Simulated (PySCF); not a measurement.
**C2H9BrSi2: electronic excitations**

Aim: predict the electronic excitations of C2H9BrSi2 (`C[SiH](C)[SiH2]Br`).

The runs use PySCF 2.14.0, with density-fitted response routines of our own; the level of theory stands in each step. All values are computed, except where a source is named. Atoms count from 0, in the outputs and in this text.

## 1. Starting geometry

14 atoms, charge 0, multiplicity 1; geometry from: GFN2-xTB.

Bonds of the start (Å): C0–Si1 1.90, Si1–C2 1.90, Si1–Si3 2.32, Si3–Br4 2.24, C0–H5 1.09, C0–H6 1.09, C0–H7 1.09, Si1–H8 1.47, C2–H9 1.09, C2–H10 1.09, C2–H11 1.09, Si3–H12 1.46, Si3–H13 1.46.

## 2. Ultraviolet spectrum: B3LYP/def2-SVPD

Job settings and geometry (Å):

```
{"job": {"kind": "uv", "xc": "B3LYP", "basis": "def2-SVPD", "nstates": 8, "ntriplets": 3}, "charge": 0, "multiplicity": 1}
C     -1.460239    -1.143582    -0.341964
Si    -0.165662    -0.060281     0.535590
C     -0.633051     1.770534     0.323850
Si     1.917562    -0.415713    -0.423194
Br     3.170375    -1.695204     0.919848
H     -2.454331    -0.964491     0.057815
H     -1.496623    -0.937646    -1.409102
H     -1.246374    -2.201623    -0.219610
H     -0.168140    -0.388430     1.973141
H     -1.611215     1.973866     0.749585
H      0.079326     2.427669     0.814815
H     -0.671288     2.053613    -0.725187
H      1.961468    -1.172574    -1.674268
H      2.777513     0.753390    -0.603485
```

Level: TDDFT B3LYP/def2-SVPD, vertical, gas phase, core orbitals frozen in the response.

Launch:

```
> OMP_NUM_THREADS=1 python probes_run.py task.json out
```

The driver reads the jobs from task.json and runs them one after another.

What will the session give for the following? lowest singlet (B3LYP/def2-SVPD); brightest single state of those computed; lowest triplet. Wanted: lowest singlet; brightest single state of those computed; lowest triplet.

The runs gave:

```
                                quantity                        value
        lowest singlet (B3LYP/def2-SVPD)  5.43 eV (228 nm), f = 0.019
brightest single state of those computed  state 7, 6.94 eV, f = 0.046
                          lowest triplet                      5.00 eV
```

In words: The lowest singlet, at 5.43 eV, is HOMO→LUMO 0.99 and is weak; of the 8 states computed, the strongest absorption comes from state 7 at 6.94 eV (the last state computed is bright too, and its partners may lie past the list). The lowest triplet lies 0.43 eV below the lowest singlet (triplets in Tamm-Dancoff, singlets in full TDDFT).
